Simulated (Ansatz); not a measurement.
## Molecular dynamics of Be

Input file:

```yaml
accuracy: low
crystal:
  lattice:
    - [6.982643, 0.0, 0.0]
    - [-3.491321, 6.047146, 0.0]
    - [0.0, 0.0, 7.294534]
  atoms:
    - { symbol: Be, position: [0.0, 0.0, 0.0] }
    - { symbol: Be, position: [0.1111111, 0.2222222, 0.25] }
    - { symbol: Be, position: [0.0, 0.0, 0.5] }
    - { symbol: Be, position: [0.1111111, 0.2222222, 0.75] }
    - { symbol: Be, position: [0.0, 0.3333333, 0.0] }
    - { symbol: Be, position: [0.1111111, 0.5555556, 0.25] }
    - { symbol: Be, position: [0.0, 0.3333333, 0.5] }
    - { symbol: Be, position: [0.1111111, 0.5555556, 0.75] }
    - { symbol: Be, position: [0.0, 0.6666667, 0.0] }
    - { symbol: Be, position: [0.1111111, 0.8888889, 0.25] }
    - { symbol: Be, position: [0.0, 0.6666667, 0.5] }
    - { symbol: Be, position: [0.1111111, 0.8888889, 0.75] }
    - { symbol: Be, position: [0.3333333, 0.0, 0.0] }
    - { symbol: Be, position: [0.4444444, 0.2222222, 0.25] }
    - { symbol: Be, position: [0.3333333, 0.0, 0.5] }
    - { symbol: Be, position: [0.4444444, 0.2222222, 0.75] }
    - { symbol: Be, position: [0.3333333, 0.3333333, 0.0] }
    - { symbol: Be, position: [0.4444444, 0.5555556, 0.25] }
    - { symbol: Be, position: [0.3333333, 0.3333333, 0.5] }
    - { symbol: Be, position: [0.4444444, 0.5555556, 0.75] }
    - { symbol: Be, position: [0.3333333, 0.6666667, 0.0] }
    - { symbol: Be, position: [0.4444444, 0.8888889, 0.25] }
    - { symbol: Be, position: [0.3333333, 0.6666667, 0.5] }
    - { symbol: Be, position: [0.4444444, 0.8888889, 0.75] }
    - { symbol: Be, position: [0.6666667, 0.0, 0.0] }
    - { symbol: Be, position: [0.7777778, 0.2222222, 0.25] }
    - { symbol: Be, position: [0.6666667, 0.0, 0.5] }
    - { symbol: Be, position: [0.7777778, 0.2222222, 0.75] }
    - { symbol: Be, position: [0.6666667, 0.3333333, 0.0] }
    - { symbol: Be, position: [0.7777778, 0.5555556, 0.25] }
    - { symbol: Be, position: [0.6666667, 0.3333333, 0.5] }
    - { symbol: Be, position: [0.7777778, 0.5555556, 0.75] }
    - { symbol: Be, position: [0.6666667, 0.6666667, 0.0] }
    - { symbol: Be, position: [0.7777778, 0.8888889, 0.25] }
    - { symbol: Be, position: [0.6666667, 0.6666667, 0.5] }
    - { symbol: Be, position: [0.7777778, 0.8888889, 0.75] }
basis:
  ecutwfc: 420.0
kpoints:
  mp_grid: { grid: [2, 2, 2] }
hamiltonian:
  xc: pbe
  dispersion: d3bj
scf:
  occupations: { method: fermi_dirac, width: 0.24 }
  lower_state_search: "off"
md:
  timestep: 0.75
  n_steps: 70
  ensemble: nve
  temperature: 5600.0
  initial_velocities: maxwell_boltzmann
  seed: 277813
```

Run as:

```bash
$ ansatz run input.yaml --threads 1 --pin off --max-ram 3072MiB --backend cpu --events-out ev --progress --plain --runs-dir out
```

It starts from a structure without forces on its atoms.

Output, in part (step lines):

```
md step     0: t =     0.00 fs  T =  5600.0 K  F+E_penalty+E_count = -3349.98981764 eV  E_kin = 25.334960 eV  conserved = -3324.65485785 eV  (6 SCF iters)
md step     1: t =     0.75 fs  T =  5577.1 K  F+E_penalty+E_count = -3349.88583325 eV  E_kin = 25.231523 eV  conserved = -3324.65431022 eV  (6 SCF iters)
md step     2: t =     1.50 fs  T =  5509.4 K  F+E_penalty+E_count = -3349.57871210 eV  E_kin = 24.924950 eV  conserved = -3324.65376197 eV  (6 SCF iters)
md step     3: t =     2.25 fs  T =  5398.5 K  F+E_penalty+E_count = -3349.07647312 eV  E_kin = 24.423306 eV  conserved = -3324.65316755 eV  (6 SCF iters)
md step     4: t =     3.00 fs  T =  5246.6 K  F+E_penalty+E_count = -3348.38865489 eV  E_kin = 23.736187 eV  conserved = -3324.65246769 eV  (6 SCF iters)
md step     5: t =     3.75 fs  T =  5056.4 K  F+E_penalty+E_count = -3347.52709356 eV  E_kin = 22.875499 eV  conserved = -3324.65159487 eV  (4 SCF iters)
md step     6: t =     4.50 fs  T =  4831.1 K  F+E_penalty+E_count = -3346.50684748 eV  E_kin = 21.856377 eV  conserved = -3324.65047080 eV  (3 SCF iters)
md step     7: t =     5.25 fs  T =  4575.1 K  F+E_penalty+E_count = -3345.34715996 eV  E_kin = 20.698130 eV  conserved = -3324.64902954 eV  (3 SCF iters)
md step     8: t =     6.00 fs  T =  4293.7 K  F+E_penalty+E_count = -3344.07229379 eV  E_kin = 19.425067 eV  conserved = -3324.64722700 eV  (3 SCF iters)
md step     9: t =     6.75 fs  T =  3993.5 K  F+E_penalty+E_count = -3342.71203040 eV  E_kin = 18.066975 eV  conserved = -3324.64505513 eV  (3 SCF iters)
md step    10: t =     7.50 fs  T =  3682.3 K  F+E_penalty+E_count = -3341.30163612 eV  E_kin = 16.659079 eV  conserved = -3324.64255759 eV  (6 SCF iters)
md step    11: t =     8.25 fs  T =  3368.9 K  F+E_penalty+E_count = -3339.88110326 eV  E_kin = 15.241272 eV  conserved = -3324.63983135 eV  (3 SCF iters)
md step    12: t =     9.00 fs  T =  3062.8 K  F+E_penalty+E_count = -3338.49355205 eV  E_kin = 13.856515 eV  conserved = -3324.63703711 eV  (3 SCF iters)
md step    13: t =     9.75 fs  T =  2773.7 K  F+E_penalty+E_count = -3337.18280322 eV  E_kin = 12.548427 eV  conserved = -3324.63437637 eV  (3 SCF iters)
md step    14: t =    10.50 fs  T =  2510.6 K  F+E_penalty+E_count = -3335.99031155 eV  E_kin = 11.358241 eV  conserved = -3324.63207066 eV  (3 SCF iters)
md step    15: t =    11.25 fs  T =  2281.4 K  F+E_penalty+E_count = -3334.95182957 eV  E_kin = 10.321501 eV  conserved = -3324.63032901 eV  (3 SCF iters)
md step    16: t =    12.00 fs  T =  2092.1 K  F+E_penalty+E_count = -3334.09428877 eV  E_kin = 9.464977 eV  conserved = -3324.62931154 eV  (3 SCF iters)
md step    17: t =    12.75 fs  T =  1946.1 K  F+E_penalty+E_count = -3333.43341577 eV  E_kin = 8.804316 eV  conserved = -3324.62909981 eV  (3 SCF iters)
md step    18: t =    13.50 fs  T =  1844.1 K  F+E_penalty+E_count = -3332.97251167 eV  E_kin = 8.342830 eV  conserved = -3324.62968160 eV  (3 SCF iters)
md step    19: t =    14.25 fs  T =  1784.1 K  F+E_penalty+E_count = -3332.70261517 eV  E_kin = 8.071659 eV  conserved = -3324.63095651 eV  (3 SCF iters)
md step    20: t =    15.00 fs  T =  1762.0 K  F+E_penalty+E_count = -3332.60400832 eV  E_kin = 7.971254 eV  conserved = -3324.63275420 eV  (6 SCF iters)
md step    21: t =    15.75 fs  T =  1771.4 K  F+E_penalty+E_count = -3332.64876788 eV  E_kin = 8.013900 eV  conserved = -3324.63486807 eV  (3 SCF iters)
md step    22: t =    16.50 fs  T =  1805.2 K  F+E_penalty+E_count = -3332.80389937 eV  E_kin = 8.166812 eV  conserved = -3324.63708756 eV  (3 SCF iters)
md step    23: t =    17.25 fs  T =  1855.7 K  F+E_penalty+E_count = -3333.03456001 eV  E_kin = 8.395337 eV  conserved = -3324.63922334 eV  (3 SCF iters)
md step    24: t =    18.00 fs  T =  1915.5 K  F+E_penalty+E_count = -3333.30695097 eV  E_kin = 8.665821 eV  conserved = -3324.64112996 eV  (3 SCF iters)
md step    25: t =    18.75 fs  T =  1977.8 K  F+E_penalty+E_count = -3333.59060453 eV  E_kin = 8.947893 eV  conserved = -3324.64271159 eV  (3 SCF iters)
md step    26: t =    19.50 fs  T =  2037.1 K  F+E_penalty+E_count = -3333.85996256 eV  E_kin = 9.216046 eV  conserved = -3324.64391675 eV  (3 SCF iters)
md step    27: t =    20.25 fs  T =  2088.9 K  F+E_penalty+E_count = -3334.09526889 eV  E_kin = 9.450539 eV  conserved = -3324.64473016 eV  (3 SCF iters)
md step    28: t =    21.00 fs  T =  2130.3 K  F+E_penalty+E_count = -3334.28288502 eV  E_kin = 9.637723 eV  conserved = -3324.64516158 eV  (3 SCF iters)
md step    29: t =    21.75 fs  T =  2159.5 K  F+E_penalty+E_count = -3334.41517121 eV  E_kin = 9.769930 eV  conserved = -3324.64524100 eV  (3 SCF iters)
md step    30: t =    22.50 fs  T =  2176.1 K  F+E_penalty+E_count = -3334.49006610 eV  E_kin = 9.845056 eV  conserved = -3324.64500980 eV  (6 SCF iters)
md step    31: t =    23.25 fs  T =  2180.8 K  F+E_penalty+E_count = -3334.51046091 eV  E_kin = 9.865943 eV  conserved = -3324.64451757 eV  (3 SCF iters)
md step    32: t =    24.00 fs  T =  2174.9 K  F+E_penalty+E_count = -3334.48341576 eV  E_kin = 9.839593 eV  conserved = -3324.64382304 eV  (3 SCF iters)
md step    33: t =    24.75 fs  T =  2160.9 K  F+E_penalty+E_count = -3334.41922649 eV  E_kin = 9.776232 eV  conserved = -3324.64299499 eV  (3 SCF iters)
md step    34: t =    25.50 fs  T =  2141.5 K  F+E_penalty+E_count = -3334.33033612 eV  E_kin = 9.688225 eV  conserved = -3324.64211085 eV  (3 SCF iters)
md step    35: t =    26.25 fs  T =  2119.5 K  F+E_penalty+E_count = -3334.23008882 eV  E_kin = 9.588835 eV  conserved = -3324.64125429 eV  (3 SCF iters)
md step    36: t =    27.00 fs  T =  2097.8 K  F+E_penalty+E_count = -3334.13138533 eV  E_kin = 9.490873 eV  conserved = -3324.64051219 eV  (3 SCF iters)
md step    37: t =    27.75 fs  T =  2079.0 K  F+E_penalty+E_count = -3334.04535790 eV  E_kin = 9.405398 eV  conserved = -3324.63995949 eV  (3 SCF iters)
md step    38: t =    28.50 fs  T =  2064.6 K  F+E_penalty+E_count = -3333.98023656 eV  E_kin = 9.340592 eV  conserved = -3324.63964484 eV  (3 SCF iters)
md step    39: t =    29.25 fs  T =  2055.9 K  F+E_penalty+E_count = -3333.94058618 eV  E_kin = 9.301003 eV  conserved = -3324.63958306 eV  (3 SCF iters)
md step    40: t =    30.00 fs  T =  2052.8 K  F+E_penalty+E_count = -3333.92704511 eV  E_kin = 9.287290 eV  conserved = -3324.63975514 eV  (6 SCF iters)
md step    41: t =    30.75 fs  T =  2054.9 K  F+E_penalty+E_count = -3333.93659786 eV  E_kin = 9.296483 eV  conserved = -3324.64011509 eV  (3 SCF iters)
md step    42: t =    31.50 fs  T =  2060.7 K  F+E_penalty+E_count = -3333.96330072 eV  E_kin = 9.322704 eV  conserved = -3324.64059720 eV  (3 SCF iters)
md step    43: t =    32.25 fs  T =  2068.5 K  F+E_penalty+E_count = -3333.99929814 eV  E_kin = 9.358170 eV  conserved = -3324.64112829 eV  (3 SCF iters)
md step    44: t =    33.00 fs  T =  2076.5 K  F+E_penalty+E_count = -3334.03593505 eV  E_kin = 9.394293 eV  conserved = -3324.64164202 eV  (3 SCF iters)
md step    45: t =    33.75 fs  T =  2082.8 K  F+E_penalty+E_count = -3334.06479254 eV  E_kin = 9.422707 eV  conserved = -3324.64208584 eV  (3 SCF iters)
md step    46: t =    34.50 fs  T =  2085.7 K  F+E_penalty+E_count = -3334.07853811 eV  E_kin = 9.436114 eV  conserved = -3324.64242433 eV  (3 SCF iters)
md step    47: t =    35.25 fs  T =  2084.2 K  F+E_penalty+E_count = -3334.07154940 eV  E_kin = 9.428916 eV  conserved = -3324.64263367 eV  (3 SCF iters)
md step    48: t =    36.00 fs  T =  2077.2 K  F+E_penalty+E_count = -3334.04032312 eV  E_kin = 9.397625 eV  conserved = -3324.64269766 eV  (3 SCF iters)
md step    49: t =    36.75 fs  T =  2064.7 K  F+E_penalty+E_count = -3333.98370255 eV  E_kin = 9.341093 eV  conserved = -3324.64260997 eV  (3 SCF iters)
md step    50: t =    37.50 fs  T =  2046.9 K  F+E_penalty+E_count = -3333.90294872 eV  E_kin = 9.260572 eV  conserved = -3324.64237700 eV  (6 SCF iters)
md step    51: t =    38.25 fs  T =  2024.6 K  F+E_penalty+E_count = -3333.80165900 eV  E_kin = 9.159642 eV  conserved = -3324.64201680 eV  (3 SCF iters)
md step    52: t =    39.00 fs  T =  1999.1 K  F+E_penalty+E_count = -3333.68551742 eV  E_kin = 9.043963 eV  conserved = -3324.64155429 eV  (3 SCF iters)
md step    53: t =    39.75 fs  T =  1971.8 K  F+E_penalty+E_count = -3333.56185816 eV  E_kin = 8.920832 eV  conserved = -3324.64102572 eV  (3 SCF iters)
md step    54: t =    40.50 fs  T =  1944.8 K  F+E_penalty+E_count = -3333.43905044 eV  E_kin = 8.798571 eV  conserved = -3324.64047927 eV  (3 SCF iters)
md step    55: t =    41.25 fs  T =  1919.9 K  F+E_penalty+E_count = -3333.32574745 eV  E_kin = 8.685780 eV  conserved = -3324.63996730 eV  (3 SCF iters)
md step    56: t =    42.00 fs  T =  1898.8 K  F+E_penalty+E_count = -3333.23009012 eV  E_kin = 8.590553 eV  conserved = -3324.63953716 eV  (3 SCF iters)
md step    57: t =    42.75 fs  T =  1883.2 K  F+E_penalty+E_count = -3333.15897680 eV  E_kin = 8.519753 eV  conserved = -3324.63922406 eV  (3 SCF iters)
md step    58: t =    43.50 fs  T =  1874.1 K  F+E_penalty+E_count = -3333.11750796 eV  E_kin = 8.478460 eV  conserved = -3324.63904767 eV  (3 SCF iters)
md step    59: t =    44.25 fs  T =  1872.1 K  F+E_penalty+E_count = -3333.10867992 eV  E_kin = 8.469670 eV  conserved = -3324.63900957 eV  (3 SCF iters)
md step    60: t =    45.00 fs  T =  1877.6 K  F+E_penalty+E_count = -3333.13334555 eV  E_kin = 8.494250 eV  conserved = -3324.63909541 eV  (6 SCF iters)
md step    61: t =    45.75 fs  T =  1890.1 K  F+E_penalty+E_count = -3333.19039827 eV  E_kin = 8.551116 eV  conserved = -3324.63928215 eV  (3 SCF iters)
md step    62: t =    46.50 fs  T =  1909.2 K  F+E_penalty+E_count = -3333.27709025 eV  E_kin = 8.637541 eV  conserved = -3324.63954883 eV  (3 SCF iters)
md step    63: t =    47.25 fs  T =  1934.0 K  F+E_penalty+E_count = -3333.38938535 eV  E_kin = 8.749510 eV  conserved = -3324.63987521 eV  (3 SCF iters)
md step    64: t =    48.00 fs  T =  1963.3 K  F+E_penalty+E_count = -3333.52226448 eV  E_kin = 8.882019 eV  conserved = -3324.64024503 eV  (3 SCF iters)
md step    65: t =    48.75 fs  T =  1995.8 K  F+E_penalty+E_count = -3333.66993830 eV  E_kin = 9.029286 eV  conserved = -3324.64065255 eV  (3 SCF iters)
md step    66: t =    49.50 fs  T =  2030.2 K  F+E_penalty+E_count = -3333.82598107 eV  E_kin = 9.184886 eV  conserved = -3324.64109498 eV  (3 SCF iters)
md step    67: t =    50.25 fs  T =  2064.9 K  F+E_penalty+E_count = -3333.98343788 eV  E_kin = 9.341873 eV  conserved = -3324.64156499 eV  (3 SCF iters)
md step    68: t =    51.00 fs  T =  2098.3 K  F+E_penalty+E_count = -3334.13497998 eV  E_kin = 9.492934 eV  conserved = -3324.64204610 eV  (3 SCF iters)
md step    69: t =    51.75 fs  T =  2128.7 K  F+E_penalty+E_count = -3334.27316938 eV  E_kin = 9.630656 eV  conserved = -3324.64251289 eV  (3 SCF iters)
md step    70: t =    52.50 fs  T =  2154.7 K  F+E_penalty+E_count = -3334.39085267 eV  E_kin = 9.747919 eV  conserved = -3324.64293330 eV  (6 SCF iters)
```

All steps were run. The conserved energy stayed within 0.72 meV per atom of its start (net change 0.33 meV per atom), so the integration is sound. A run of 0.052 ps of so small a system gives no equilibrium averages. Limits of this set-up: coarse k mesh, low accuracy level.

Mean squared displacements from the first frame to the last, about the centre of mass: Be 0.46 Å².

Last frame:

```xyz
36
Lattice="6.9826 0.0000 0.0000 -3.4913 6.0471 0.0000 0.0000 0.0000 7.2945" Properties=species:S:1:pos:R:3
Be 0.152 -0.121 0.094
Be 0.133 1.081 1.818
Be 0.129 0.145 3.956
Be -0.374 1.384 5.628
Be -0.402 2.333 0.222
Be -0.869 3.472 2.832
Be -1.281 1.742 3.541
Be -1.025 3.414 5.083
Be -2.300 3.734 -0.214
Be -2.185 5.072 2.020
Be -2.563 4.098 3.878
Be -3.200 5.042 5.535
Be 3.295 0.216 0.394
Be 2.464 0.735 2.161
Be 2.741 0.134 3.982
Be 2.013 0.526 5.848
Be 1.375 1.469 0.311
Be 1.131 2.995 1.864
Be 0.565 2.339 4.220
Be 1.074 3.334 6.270
Be -0.550 4.271 -0.109
Be -0.335 4.984 1.802
Be 0.752 4.299 4.094
Be -0.063 5.382 5.777
Be 5.344 0.114 -0.744
Be 4.826 1.798 1.275
Be 4.370 0.359 2.810
Be 4.125 1.386 5.487
Be 3.183 2.284 -0.202
Be 3.418 3.464 1.562
Be 3.666 1.978 3.480
Be 2.762 3.038 5.038
Be 2.511 4.482 -0.243
Be 2.240 5.683 1.387
Be 2.727 4.464 2.973
Be 2.046 5.622 4.646
```

Run time: 7.4 min on 1 CPU thread of a shared host.
